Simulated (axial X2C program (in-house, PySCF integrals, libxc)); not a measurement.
# SeGe⁺: properties at the nuclei

Wanted for SeGe⁺: properties at the nuclei, at the two-component level.

Method: two-component X2C with atomic mean-field terms, Se dyall-cv3z, Ge dyall-cv3z; program: an in-house X2C program for linear molecules on PySCF integrals.

All values are calculated.

### Step 1. The job

task.json reads:

```json
{"zs": [34, 32], "q": 1, "bas": ["dyall-cv3z", "dyall-cv3z"], "r0": 2.18, "levels": ["PBE0", "HF", "B3LYP", "BHandHLYP", "LDA"], "nst": 3}
```

Keys: zs atomic numbers; q charge; bas basis sets; r0 starting distance in Å; levels methods (HF also brings MP2); nst determinants followed.

Started as:

```sh
$ python soeom.py task.json out
```

Nuclei are Gaussian, cores are contracted, and the Gaunt term is on.

### Step 2. Expectation values, lowest determinant

R = 2.292 Å. State: Ω = 3/2 (excess of +ω over −ω: ω = 3/2).

Output of the PBE0 run:

```text
two-component X2C + atomic mean field  PBE0
basis functions 210  fitting functions 1204  grid points 5800
iter        total energy     max residual
   1      -4526.489626717     4.52e-05
   2      -4526.489626724     7.04e-05
   3      -4526.489626782     1.65e-05
   4      -4526.489626793     1.10e-05
   5      -4526.489626799     1.19e-06
   6      -4526.489626799     5.85e-07
converged
one-electron -6783.65162754  Coulomb 2175.59158066  exact exchange -41.26369213  xc functional -126.74675787  nuclear repulsion 251.19755911  atomic mean-field constant -1.61668903
```

The highest occupied spinor is 73% Se p, 22% Ge p, 4% Ge d.

```csv
level,Eeff magnitude (GV/cm),Ws magnitude Se (kHz),A∥/gI Se (MHz),qzz Se (a.u.),A∥/gI Ge (MHz),qzz Ge (a.u.)
PBE0,0.213,0.0585,335,-2.08,80.4,-4.37
HF,0.718,0.155,327,-1.48,81.1,-4.93
B3LYP,0.166,0.0464,359,-2.23,80.9,-4.31
BHandHLYP,0.256,0.0668,356,-1.88,74.6,-4.61
LDA,0.106,0.035,381,-2.48,79.6,-4.12
```

Eeff is the effective electric field on the electron dipole moment in this Ω state and Ws the scalar–pseudoscalar constant (defined with the proton number Z and per Ω); A∥ is the parallel hyperfine constant, which follows by multiplying with the nuclear g factor gI = μI/(I μN); qzz is the electric field gradient, eQq0 = 234.96 MHz × Q/barn × qzz. The operators were transformed with the bare-nucleus X2C matrices.

### Step 3. Expectation values, a higher determinant

R = 2.292 Å. State: Ω = 1/2 (excess of +ω over −ω: ω = 1/2), 0.20 eV above the lowest in the PBE0 search for states (made at or near this distance, with looser thresholds).

Output of the PBE0 run:

```text
two-component X2C + atomic mean field  PBE0
basis functions 210  fitting functions 1204  grid points 5800
iter        total energy     max residual
   1      -4526.482155726     7.05e-06
   2      -4526.482155729     4.71e-06
   3      -4526.482155730     4.30e-06
converged
one-electron -6783.54611676  Coulomb 2175.49073577  exact exchange -41.26309025  xc functional -126.74455457  nuclear repulsion 251.19755911  atomic mean-field constant -1.61668903
```

The highest occupied spinor is 72% Se p, 22% Ge p, 4% Ge d.

```csv
level,Eeff magnitude (GV/cm),Ws magnitude Se (kHz),A∥/gI Se (MHz),qzz Se (a.u.),A∥/gI Ge (MHz),qzz Ge (a.u.)
PBE0,0.58,0.234,2050,-2.24,323,-4.29
HF,1.59,0.237,1800,-1.67,298,-4.75
B3LYP,0.697,0.297,2010,-2.35,345,-4.22
BHandHLYP,0.781,0.317,2000,-2.05,296,-4.52
LDA,0.827,0.317,1960,-2.45,426,-4.00
```

### Step 4. Results

| quantity | value |
| --- | --- |
| lowest determinant | Ω = 3/2 (excess of +ω over −ω: ω = 3/2) |
| Eeff magnitude (GV/cm), PBE0 | 0.213 |
| Ws magnitude Se (kHz), PBE0 | 0.0585 |
| A∥/gI Se (MHz), PBE0 | 335 |
| qzz Se (a.u.), PBE0 | -2.08 |
| higher determinant | Ω = 1/2 (excess of +ω over −ω: ω = 1/2) |
| Eeff magnitude (GV/cm), PBE0, higher determinant | 0.58 |
| Ws magnitude Se (kHz), PBE0, higher determinant | 0.234 |
| A∥/gI Se (MHz), PBE0, higher determinant | 2050 |
| qzz Se (a.u.), PBE0, higher determinant | -2.24 |

In the first state, the effective field runs from 0.106 to 0.718 GV/cm over the mean-field levels, so the levels don't agree on it. The expectation values come from single determinants, which for open shells can mix terms of unlike spin or miss the lowest Ω, so a determinant need not be a state. Eeff is the effective electric field on the electron dipole moment in this Ω state and Ws the scalar–pseudoscalar constant (defined with the proton number Z and per Ω); A∥ is the parallel hyperfine constant, which follows by multiplying with the nuclear g factor gI = μI/(I μN); qzz is the electric field gradient, eQq0 = 234.96 MHz × Q/barn × qzz. The operators were transformed with the bare-nucleus X2C matrices.
